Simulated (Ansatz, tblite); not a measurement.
WSe₂: GFN2-xTB, run from Python

These are simulated results from tblite 0.8.0, not measurements. The cell began as a database structure and was relaxed with r2SCAN+rVV10 in plane waves (Ansatz 0.2.0). All runs are without spin polarisation.

The symmetry is P6_3/mmc (No. 194, hexagonal); conventional cell a = 3.300 Å, c = 13.150 Å, 20.67 Å³ an atom. W is surrounded by 6 Se at 2.53 Å; Se is surrounded by 3 W at 2.53 Å.

tblite solves periodic systems at the zone centre alone, so the script builds a cluster of 3×3×1 conventional cells (54 atoms), which folds in a coarse mesh of k points.

run.py reads:

```python
import json
from ase import Atoms
from ase.build import make_supercell
from ase.units import Bohr, GPa, Hartree
from tblite.interface import Calculator

atoms = Atoms(['W', 'W', 'Se', 'Se', 'Se', 'Se'],
              cell=[[3.29973807, 0.0, 0.0], [-1.64986904, 2.857657, 0.0], [0.0, 0.0, 13.14969497]],
              scaled_positions=[[0.666666667, 0.333333333, 0.250011587], [0.333333333, 0.666666667, 0.749988413], [0.333333333, 0.666666667, 0.376665911], [0.666666667, 0.333333333, 0.876642899], [0.333333333, 0.666666667, 0.123357101], [0.666666667, 0.333333333, 0.623334089]],
              pbc=True)
cluster = make_supercell(atoms, [[3, 0, 0], [0, 3, 0], [0, 0, 1]])
calc = Calculator('GFN2-xTB', cluster.numbers, cluster.positions / Bohr, lattice=cluster.cell[:] / Bohr, periodic=cluster.pbc)
calc.set('temperature', 0.02 / Hartree)
calc.set('max-iter', 150)
res = calc.singlepoint()
levels = res.get('orbital-energies') * Hartree
nv = round(res.get('orbital-occupations').sum() / 2)
cells = len(cluster) // len(atoms)
out = {'energy_per_cell': res.get('energy') * Hartree / cells, 'homo': levels[nv - 1], 'lumo': levels[nv],
       'stress': (-res.get('virial') * Hartree / cluster.get_volume() / GPa).tolist(), 'charges': res.get('charges')[:len(atoms)].tolist(), 'electrons': 2 * nv / cells}
json.dump(out, open('results.json', 'w'))
for key, value in out.items():
    print(key, value)
```

Command: `python run.py`. It took 19 s on 1 thread of Intel(R) Xeon(R) Platinum 8488C (Sapphire Rapids), on a shared host, peak memory 0.12 GiB.

What it printed:

```
------------------------------------------------------------
  cycle        total energy    energy error   density error
------------------------------------------------------------
      1     -159.4630562009  -1.6000747E+02   5.9643682E-01
      2     -69.57468353187   8.9888373E+01   3.5529434E+00
      3     -158.1149934743  -8.8540310E+01   1.9839370E-01
      4     -151.7892774750   6.3257160E+00   4.7904968E-01
      5     -162.5810754064  -1.0791798E+01   1.1069146E-01
      6     -162.6073521755  -2.6276769E-02   3.9595448E-02
      7     -162.6343793873  -2.7027212E-02   1.9018178E-02
      8     -162.6395053013  -5.1259140E-03   2.3806494E-02
      9     -162.6594920771  -1.9986776E-02   5.2897530E-03
     10     -162.6597059539  -2.1387674E-04   3.6825806E-03
     11     -162.6596899288   1.6025029E-05   3.4349015E-03
     12     -162.6595270558   1.6287300E-04   3.4271394E-03
     13     -162.6594593968   6.7658976E-05   3.3575422E-03
     14     -162.6594880251  -2.8628212E-05   3.0700700E-03
     15     -162.6595578002  -6.9775099E-05   2.8613338E-03
     16     -162.6599137832  -3.5598299E-04   1.4006417E-03
     17     -162.6599438462  -3.0063005E-05   1.2726092E-03
     18     -162.6600631732  -1.1932704E-04   6.0888521E-04
     19     -162.6600886693  -2.5496151E-05   1.7780558E-04
     20     -162.6600891280  -4.5869490E-07   1.8096177E-04
     21     -162.6600896864  -5.5840326E-07   1.3331882E-04
     22     -162.6600904010  -7.1455173E-07   5.7842765E-05
     23     -162.6600904536  -5.2638256E-08   4.5757629E-05
     24     -162.6600904668  -1.3132620E-08   4.4250341E-05
     25     -162.6600905475  -8.0739085E-08   3.3899860E-06
------------------------------------------------------------

 total:                                  17.354 sec
energy_per_cell -491.8007238496352
homo -9.294432040275952
lumo -8.374893222722447
stress [[2.666788470377219, -9.679962533840963e-06, -8.00253542717354e-08], [-9.679962534066567e-06, 2.6667781598264493, -1.809136648364119e-08], [-8.00253543328811e-08, -1.809136628936877e-08, -1.6125834774885879]]
charges [0.038264857467952273, 0.03826483675062442, -0.019140622273828782, -0.019121318229059894, -0.019121320518599362, -0.01914062008140626]
electrons 36.0
```

The cycle table is in hartree for the whole cluster, and the lines after it are in eV (the energy for one cell). The printed stress is in GPa and positive in compression, and the pressure is its mean diagonal.

GFN2-xTB gives a gap of 0.92 eV. On the same cell, plane-wave PBE (Ansatz, 12×12×2 k points and the special points) gives a gap of 1.02 eV and r2SCAN a gap of 1.14 eV; on shared hosts these took about 12 and 32 core-seconds on the 6-atom cell, against 19 for the script. Spin-orbit coupling, left out in all these runs, can cut or reorder the gap by tenths of an eV, up to about 1 eV with Pb or Bi. xTB was fitted to molecules, so gaps, charges and pressures of solids can be far off, and the gap also depends on the size of the cluster.

The same script was run on cells scaled at fixed shape and fractional coordinates:

```csv
volume (Å³/atom),energy (meV/atom),"pressure (GPa, positive in compression)",gap (eV)
18.19,123.7,16.82,1.25
19.43,32.4,7.34,1.10
20.67,0.0,1.24,0.92
21.91,7.2,-2.85,0.77
23.15,38.5,-5.29,0.64
```

A Birch-Murnaghan fit puts the minimum at 21.01 Å³/atom, 1.6 % above the given cell, with a bulk modulus of 74.1 GPa at fixed shape.

xTB was fitted mostly to molecules, and a small cluster samples few k points, so gaps, pressures and kinks along a curve can be far from a solid's.

No spin-orbit coupling is included; it can move band edges with weight on the heavy atoms by tenths of an eV.
